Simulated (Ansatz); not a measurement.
# BiTe under changes of volume

One of the cells (33.725 Å³/atom); the others are scaled copies at fixed shape and fractional positions:

```
Bi Te
1.0
     2.42271    1.39875    3.31729
    -2.42271    1.39875    3.31729
     0.00000   -2.79750    3.31729
Bi Te
1 1
Direct
  0.50000 0.50000 0.50000
  0.00000 0.00000 0.00000
```

The cell comes from a database or a generator and needn't be the stable form of this composition.

| Item | Value |
| --- | --- |
| Program | Ansatz 0.2.0 |
| Functional | PBE |
| Potentials or basis | Ansatz NC |
| Cutoff | 1120 eV (not typed: the program's choice for these potentials) |
| k mesh | 7 × 7 × 7 |
| Occupations | fermi-dirac, width 0.05 eV |
| Spin | no spin polarisation |

| volume (Å³/atom) | energy over the lowest point (meV/atom) | pressure (GPa) |
| --- | --- | --- |
| 31.701 | 23.22 | 3.7 |
| 32.376 | 10.53 | 2.4 |
| 33.050 | ? | ? |
| 33.725 | 0.00 | 0.2 |
| 34.399 | 1.14 | -0.7 |
| 35.074 | 5.96 | -1.6 |
| 35.748 | 14.08 | -2.3 |

Task: What does the run at 33.050 Å³/atom give?

Result: Energy over the lowest point 2.97 meV/atom; pressure 1.2 GPa.

Worked out: A Birch-Murnaghan fit of order 3 (a polynomial in V^(-2/3)) to the other rows has its minimum at 33.86 Å³/atom with B0 = V·E''(V) = 48 GPa and B' = 4.5 at fixed shape and positions, which overstates the stiffness. It gives 2.98 meV/atom at 33.050 Å³/atom, against the run's 2.97, and -dE/dV = 1.2 GPa, against 1.2.

Energies are extrapolated to zero smearing.
